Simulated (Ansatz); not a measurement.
# SnH3Cl (SMILES [Cl][SnH3]) at 6 levels

Wanted: a comparison of 6 runs (BLYP/STO-3G, r2SCAN0/STO-3G, wB97M-V/STO-3G, MP2/STO-3G, CCSDT(Q)/STO-3G, CCSD/STO-3G) of SnH3Cl. 

The results are computed with Ansatz 0.2.0.

59 further runs of the same task are left out: 8 that didn't finish, 51 set aside as unsound or not needed.

## 1. The structure to begin with

SnH3Cl has 5 atoms, charge 0, and is taken as a singlet. SMILES: `[Cl][SnH3]`. The H4–Sn2 distance was set to 3.400 Å, away from the relaxed value. At this shape a bond of the SMILES string is far longer than usual.

Bond lengths: Cl1–Sn2 2.334 Å, Sn2–H3 1.700 Å, Sn2–H5 1.700 Å. Angles: Cl1–Sn2–H3 106.1°, Cl1–Sn2–H5 106.1°, H3–Sn2–H5 112.7°.

## 2. A single-point energy at BLYP/STO-3G (run 1)

Contents of in.yaml:

```yaml
crystal:
  periodic: [false, false, false]
  atoms:
    - {symbol: Cl, position_ang: [-2.193197, 1.982084, 0.821302]}
    - {symbol: Sn, position_ang: [-0.184897, 1.605184, -0.306098]}
    - {symbol: H, position_ang: [-0.474297, 2.012584, -1.930998]}
    - {symbol: H, position_ang: [0.522700, -1.694200, 0.111100]}
    - {symbol: H, position_ang: [0.964403, 2.619584, 0.428802]}
basis:
  gaussian: {orbitals: STO-3G}
hamiltonian: {xc: {name: BLYP}}
accuracy: high
```

Command:

```
$ ansatz run in.yaml --threads 1 --pin off --max-ram 2610MiB --events-out events.jsonl --progress --plain --runs-dir runs
```

Output:

```text
Warning: RAYON_NUM_THREADS=1 ignored (pool sized by the plan → 1); use --threads N
Functional definition: BLYP
  name "BLYP"
  parameter beta = 0.0042
  parameter a = 0.04918
  parameter b = 0.132
  parameter c = 0.2533
  parameter d = 0.349
  exchange = b88_x(beta = beta)
  correlation = lyp_c(a = a, b = b, c = c, d = d)
706 factors; integrals over basis functions are off by at most 1.6e-8 eV
mean field evaluation 1: about -174742.5650 eV, gradient 2.4e1 eV
mean field evaluation 2: about -174736.6718 eV, gradient 2.7e1 eV
mean field evaluation 4: about -174747.3366 eV, gradient 1.7e1 eV
mean field evaluation 8: about -174750.7638 eV, gradient 3.3e0 eV
mean field evaluation 16: about -174750.7718 eV, gradient 9.6e-3 eV
mean field -174750.77183561 eV, -6421.9724146313 hartree, gradient 9.7e-8 eV, S^2 0.000000; 0 other end points of the search recorded, 0 dependent functions left out
reference -174750.77187831 eV, -6421.9724162004 hartree; 35, 35 occupied and 4, 4 virtual orbitals, 706 factors
Total energy: -174750.77187831 eV, -6421.9724162004 hartree
```

Run time: 2.4 s. Hardware: 1 thread of Arm Neoverse V1, shared host; peak memory 0.11 GiB.

## 3. The energy at r2SCAN0/STO-3G (run 2)

in.yaml, as its differences from that of step 2:

```diff
@@ -9,4 +9,6 @@
 basis:
-  gaussian: {orbitals: STO-3G}
-hamiltonian: {xc: {name: BLYP}}
+  gaussian:
+    orbitals: STO-3G
+hamiltonian:
+  xc: {name: r2SCAN0}
 accuracy: high
```

Command:

```
$ ansatz run in.yaml --threads 1 --pin off --max-ram 2610MiB --events-out events.jsonl --progress --plain --runs-dir runs
```

Output:

```text
Warning: RAYON_NUM_THREADS=1 ignored (pool sized by the plan → 1); use --threads N
Functional definition: r2SCAN0
  name "r2SCAN0"
  parameter a = 0.25
  parameter k0 = 0.174
  parameter k1 = 0.065
  parameter a1 = 4.9479
  exchange = (1 - a)*r2scan_x(k0 = k0, k1 = k1, a1 = a1) + a*exact_x
  correlation = r2scan_c
706 factors; integrals over basis functions are off by at most 1.6e-8 eV
mean field evaluation 1: about -174757.1916 eV, gradient 2.0e1 eV
mean field evaluation 2: about -174753.4637 eV, gradient 1.7e1 eV
mean field evaluation 4: about -174761.4784 eV, gradient 1.4e1 eV
mean field evaluation 8: about -174763.6124 eV, gradient 1.2e0 eV
mean field evaluation 16: about -174763.6088 eV, gradient 1.1e-3 eV
mean field -174763.60875876 eV, -6422.4441628557 hartree, gradient 7.9e-9 eV, S^2 0.000000; 0 other end points of the search recorded, 0 dependent functions left out
reference -174763.60875911 eV, -6422.4441628688 hartree; 35, 35 occupied and 4, 4 virtual orbitals, 706 factors
Total energy: -174763.60875911 eV, -6422.4441628688 hartree
```

Wall time 6 s (1 thread of Arm Neoverse V1, shared host); peak memory 0.17 GiB.

## 4. The energy at wB97M-V/STO-3G (run 3)

Contents of input.yaml:

```yaml
basis:
  gaussian: {orbitals: STO-3G}
crystal:
  periodic: [false, false, false]
  atoms:
    - {symbol: Cl, position_ang: [-2.193197, 1.982084, 0.821302]}
    - {symbol: Sn, position_ang: [-0.184897, 1.605184, -0.306098]}
    - {symbol: H, position_ang: [-0.474297, 2.012584, -1.930998]}
    - {symbol: H, position_ang: [0.522700, -1.694200, 0.111100]}
    - {symbol: H, position_ang: [0.964403, 2.619584, 0.428802]}
hamiltonian: {xc: {name: wB97M-V}}
accuracy: high
```

Command:

```
$ ansatz run input.yaml --threads 1 --pin off --max-ram 2610MiB --events-out events.jsonl --progress --plain --runs-dir runs
```

Output, cut to the lines that bear on the results:

```text
Warning: RAYON_NUM_THREADS=1 ignored (pool sized by the plan → 1); use --threads N
Functional definition: wB97M-V
  name "wB97M-V"
[...]
  gx(w, u) = 1 - cx + cx01*u + cx10*w
  gss(w, u) = css00 + css04*u^4 + css10*w + css20*w^2 + css43*w^4*u^3
  gos(w, u) = cos00 + cos10*w + (cos20 + cos21*u)*w^2 + (cos60 + cos61*u)*w^6
[...]
      + integral(e_c_pw_mod_opposite_spin*gos(b97_w_opposite, b97_u_opposite)) + vv10(b, c)
706 factors; integrals over basis functions are off by at most 1.6e-8 eV
161 factors; integrals over basis functions are off by at most 7.7e-10 eV
[...]
mean field -174759.30636169 eV, -6422.2860526797 hartree, gradient 8.1e-9 eV, S^2 0.000000; 0 other end points of the search recorded, 0 dependent functions left out
reference -174759.30636453 eV, -6422.2860527842 hartree; 35, 35 occupied and 4, 4 virtual orbitals, 706 factors
Total energy: -174759.30636453 eV, -6422.2860527842 hartree
```

It took 26 s on 1 thread of Arm Neoverse V1, shared host; peak memory 0.32 GiB.

Runs 4 to 5 aren't shown in full; the table further down has their settings and results.

## 5. A single-point energy at CCSD/STO-3G (run 6)

Contents of run.yaml:

```yaml
basis:
  gaussian: {orbitals: STO-3G}
crystal:
  periodic: [false, false, false]
  atoms:
    - symbol: Cl
      position_ang: [-2.193197, 1.982084, 0.821302]
    - symbol: Sn
      position_ang: [-0.184897, 1.605184, -0.306098]
    - symbol: H
      position_ang: [-0.474297, 2.012584, -1.930998]
    - symbol: H
      position_ang: [0.522700, -1.694200, 0.111100]
    - symbol: H
      position_ang: [0.964403, 2.619584, 0.428802]
correlation: {method: ccsd, frozen_orbitals: {Cl: 5, H: 0, Sn: 18}}
accuracy: high
scf: {omitted_lower_state_checks: [cluster_reference, increment]}
```

Command:

```
$ ansatz run run.yaml --threads 1 --pin off --max-ram 2610MiB --events-out events.jsonl --progress --plain --runs-dir runs
```

Output:

```text
Warning: RAYON_NUM_THREADS=1 ignored (pool sized by the plan → 1); use --threads N
[... 11 lines left out ...]
23 core orbitals not correlated: weight in the atoms' cores, before any rotation towards them, 1.000 or more for the frozen orbitals, at most 0.000 for the correlated occupied ones
[... 29 lines left out ...]
WARN: these amplitudes may be one of several solutions (largest doubles amplitude 0.72, level shift 9.03 eV)
Total energy: -174686.00791083 eV, -6419.5923842942 hartree
Checks for a lower state left out: cluster_reference, increment
```

It took 0.87 s on 1 thread of Arm Neoverse V1, shared host; peak memory 0.098 GiB.

## 6. The series

| run | level | frozen core orbitals | energy (Eh) | wall time |
| --- | --- | --- | --- | --- |
| 1 | BLYP/STO-3G | – | -6421.972416 | 2.4 s |
| 2 | r2SCAN0/STO-3G | – | -6422.444163 | 6 s |
| 3 | wB97M-V/STO-3G | – | -6422.286053 | 26 s |
| 4 | MP2/STO-3G | 23 | -6419.516421 | 1.1 s |
| 5 | CCSDT(Q)/STO-3G | 23 | -6419.596862 | 1.3 s |
| 6 | CCSD/STO-3G | 23 | -6419.592384 | 0.87 s |

## 7. Outcome

```
                                           quantity           value
                                run 6: total energy  -6419.59238 Eh
run 6: correlation energy (23 core orbitals frozen)      -187.0 mEh
                               run 6: T1 diagnostic           0.017
```

Totals of different functionals can't be ranked against each other. In runs 4, 5, 6 the log says that unrestricted orbitals would lower the reference, so the values rest on an unstable closed-shell determinant (other closed-shell runs at this shape may share the fault). In runs 1, 2, 3, 4, 5, 6 the basis is minimal, so the values are rough. In runs 1, 2, 3, 4, 6 a closed-shell determinant meets a far-stretched bond, which it describes badly. In runs 1, 2, 3, 4, 5, 6 relativity is left out where basis or elements ask for it. All runs together took 37 s, the longest 26 s.
